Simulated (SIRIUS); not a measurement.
Runs of SIRIUS 7.10.0 on TiSn. Symmetry: Fm-3m, No. 225, cubic system. Conventional cell: a = 5.601 Å, b = 5.601 Å, c = 5.601 Å, α = 90.00°, β = 90.00°, γ = 90.00°. Around Ti (site symmetry m-3m) lie 6 Sn at 2.80 Å. Sn (site symmetry m-3m) is surrounded by 6 Ti at 2.80 Å. The cell was built by a generator and needn't be a form met in nature.

| level | gap on the mesh (eV) | pressure (GPa) |
| --- | --- | --- |
| LDA | none | -6.1 |
| PBE | none | 0.1 |
| AM05 | none | (a) |
| PW91 | none | 0.0 |
| revPBE | none | 1.7 |
| RPBE | none | 2.3 |
| BLYP | none | (b) |
| RGE2 | none | -2.2 |
| mPWLYP | none | 4.1 |
| B86bPBE | none | 0.7 |
| PBEsol | none | -3.5 |

Alike in all rows: task single point; potentials or basis PseudoDojo 0.4.1 PBE standard (scalar relativistic); no spin polarisation; cell as given; k mesh 8 × 8 × 8; cutoff (eV) 1152; smearing fermi-dirac 0.05 eV.

Question: Estimate the missing entries.

Answer: (a) -3.7; (b) 4.2.

Caveats: the potentials were made for another functional, which shifts forces and pressure (some runs).

A k mesh can miss the band edges, and the runs leave out spin-orbit coupling on Sn.

A gap of «none» marks a metal or a gap under the smearing width.
